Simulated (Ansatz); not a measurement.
# F2H2OSi: up Jacob's ladder to CCSD(T)

An exercise on one series of results from a longer session: the logs are not shown, and one member is left open.

Program: Ansatz 0.2.0, Gaussian basis. Level of theory: functionals in def2-TZVPP, the program's frozen cores in correlated methods. These are calculated values, not measurements.

Plan: LDA (SPW92), PBE-D4, revPBE-D4, BLYP-D4, r2SCAN-D4, B97M-V, PBE0-D4, B3LYP-D4, r2SCANh-D4, r2SCAN0-D4, HSE06-D4, BHLYP-D4, CAM-B3LYP-D4, LC-ωPBE, ωB97X-V, ωB97M-V, B2PLYP, PBE-QIDH; CCSD(T)/def2-SVP; CCSD(T)/def2-TZVPP; MP2/def2-QZVPP; extrapolation to the limit; RPA on PBE.

### The geometry

The geometry comes from an earlier relaxation with PBE0-D4 in a triple-zeta def2 set; it is a stationary point.

SMILES `O[SiH](F)F`, 6 atoms, charge 0, spin multiplicity 1.

Atoms are counted from 1 here; the program's logs count them from 0.

Bond lengths: O1–Si2 1.614 Å, O1–H5 0.958 Å, Si2–F3 1.584 Å, Si2–F4 1.584 Å, Si2–H6 1.463 Å. Angles: Si2–O1–H5 120.9°, O1–Si2–F3 111.2°, O1–Si2–F4 111.2°, O1–Si2–H6 108.6°, F3–Si2–F4 105.5°, F3–Si2–H6 110.2°, F4–Si2–H6 110.2°.

Set-up of the first run:

The input, in.yaml:

```yaml
crystal:
  periodic: [false, false, false]
  atoms:
    - {symbol: O, position_ang: [0.027748, 1.137870, -0.556408]}
    - {symbol: Si, position_ang: [0.121375, -0.236167, 0.285183]}
    - {symbol: F, position_ang: [0.731792, -1.405122, -0.592383]}
    - {symbol: F, position_ang: [-1.315535, -0.739716, 0.722082]}
    - {symbol: H, position_ang: [-0.477408, 1.182953, -1.369485]}
    - {symbol: H, position_ang: [0.954128, -0.003817, 1.464911]}
basis:
  gaussian: {orbitals: def2-TZVPP}
hamiltonian: {xc: lda}
output: {orbitals: {seedname: orbitals}}
```

Among the steps run: LDA; PBE-D4 (GGA); revPBE-D4 (GGA); BLYP-D4 (GGA); r2SCAN-D4 (meta-GGA); B97M-V (meta-GGA); PBE0-D4 (hybrid); B3LYP-D4 (hybrid); r2SCANh-D4 (hybrid); r2SCAN0-D4 (hybrid); HSE06-D4 (hybrid); BHLYP-D4 (hybrid); CAM-B3LYP-D4 (range-separated); LC-ωPBE-D4 (range-separated; the results give it without D4); ωB97X-V (range-separated); ωB97M-V (range-separated); B2PLYP (double hybrid); PBE-QIDH (double hybrid).

One table of the session follows, with a row left open; its other results are not shown here.

It belongs to the step «Orbital energies across the functionals». 

```
  functional  HOMO (eV)  LUMO (eV)  gap (eV)
 LDA (SPW92)      -8.74      -0.49      8.26
      PBE-D4          ?          ?         ?
   revPBE-D4      -8.43      -0.27      8.16
     BLYP-D4      -8.42      -0.40      8.01
   r2SCAN-D4      -8.95       0.37      9.32
      B97M-V      -9.04      -0.07      8.98
     PBE0-D4     -10.36       0.56     10.92
    B3LYP-D4     -10.06       0.16     10.22
  r2SCANh-D4      -9.63       0.64     10.28
  r2SCAN0-D4     -10.67       1.03     11.71
    HSE06-D4      -9.94       0.20     10.14
    BHLYP-D4     -12.14       1.20     13.34
CAM-B3LYP-D4     -11.91       1.33     13.24
     LC-ωPBE     -13.30       2.71     16.02
     ωB97X-V     -12.93       2.52     15.45
     ωB97M-V     -12.87       2.04     14.91
```

Estimate the missing values for PBE-D4.

**Answer.** HOMO (eV): -8.51; LUMO (eV): -0.34; gap (eV): 8.17. In the column «HOMO (eV)» it lies between LDA (SPW92) (-8.74) and revPBE-D4 (-8.43).
